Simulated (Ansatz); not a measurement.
# MoTe2: the cost of one run

Method: DFT LDA+U (U_eff = 3 eV on Mo d), plane waves, PAW, in Ansatz 0.2.0.

## 1. The system as given

The structure is trigonal, space group R-3m (No. 166). Conventional cell: a = 4.143 Å, b = 4.143 Å, c = 18.790 Å, α = 90.00°, β = 90.00°, γ = 120.00°. Mo (site symmetry -3m) is surrounded by 6 Te at 2.84 Å. Te (site symmetry 3m) is surrounded by 3 Mo at 2.84 Å.

Structure file:

```cif
data_structure
_symmetry_space_group_name_H-M 'P 1'
_symmetry_Int_Tables_number 1
_cell_length_a 6.7047
_cell_length_b 6.7047
_cell_length_c 6.7047
_cell_angle_alpha 35.996
_cell_angle_beta 35.996
_cell_angle_gamma 35.996
_cell_volume 93.12
loop_
_atom_site_label
_atom_site_type_symbol
_atom_site_fract_x
_atom_site_fract_y
_atom_site_fract_z
_atom_site_occupancy
Mo1 Mo 0.00000 0.00000 0.00000 1
Te1 Te 0.25200 0.25200 0.25200 1
Te2 Te 0.74800 0.74800 0.74800 1
```

Magnetic order typed: ferromagnetic.

An earlier series on this cell reached its lowest free state from «from atoms, default search», perhaps among other starts.

## 2. Random orbitals: single harmonics, second filling

input.yaml reads:

```yaml
crystal:
  lattice:
    - [2.07167292, 1.19608092, 6.26344749]
    - [-2.07167292, 1.19608092, 6.26344749]
    - [0.0, -2.39216184, 6.26344749]
  atoms:
    - { symbol: Mo, position: [0.0, 0.0, 0.0], spin: 0.3 }
    - { symbol: Te, position: [0.252, 0.252, 0.252] }
    - { symbol: Te, position: [0.748, 0.748, 0.748] }
basis:
  ecutwfc: 420
  ecutrho_ratio: 4
kpoints:
  mp_grid: { grid: [5, 5, 5] }
hamiltonian:
  xc: lda
  hubbard:
    sites:
      - { site: 0, l: d, u_eff: 3.0, starting_ns: [{ spin: up, occupation_matrix: s0up }, { spin: down, occupation_matrix: s0down }] }
    occupation_matrices:
      s0up:
        matrix:
          - [0.97, 0.0, 0.0, 0.0, 0.0]
          - [0.0, 0.02, 0.0, 0.0, 0.0]
          - [0.0, 0.0, 0.02, 0.0, 0.0]
          - [0.0, 0.0, 0.0, 0.02, 0.0]
          - [0.0, 0.0, 0.0, 0.0, 0.02]
      s0down:
        matrix:
          - [0.97, 0.0, 0.0, 0.0, 0.0]
          - [0.0, 0.02, 0.0, 0.0, 0.0]
          - [0.0, 0.0, 0.02, 0.0, 0.0]
          - [0.0, 0.0, 0.0, 0.02, 0.0]
          - [0.0, 0.0, 0.0, 0.0, 0.02]
    ns_hold: { iters: 12 }
scf:
  occupations: { method: gaussian, width: 0.05 }
  lower_state_search: "off"
  max_iter: 150
output:
  forces: true
  stress: true
  eigenvalues: true
  populations: true
  hubbard: { sites: [{ site: 0, l: d }] }
magnetization:
  spin_polarized: true
```

The typed matrices put 0.97 on the chosen orbitals and 0.02 on the others, and are held for 12 cycles.

Run with:

```bash
$ ansatz run input.yaml --threads 2 --pin off --max-ram 3072MiB --backend cpu --events-out ev --progress --plain --runs-dir out
```

Q: Estimate wall time and peak memory on 2 threads of Arm Neoverse V2, shared host.

About 12 s, with a peak of 0.44 GiB.
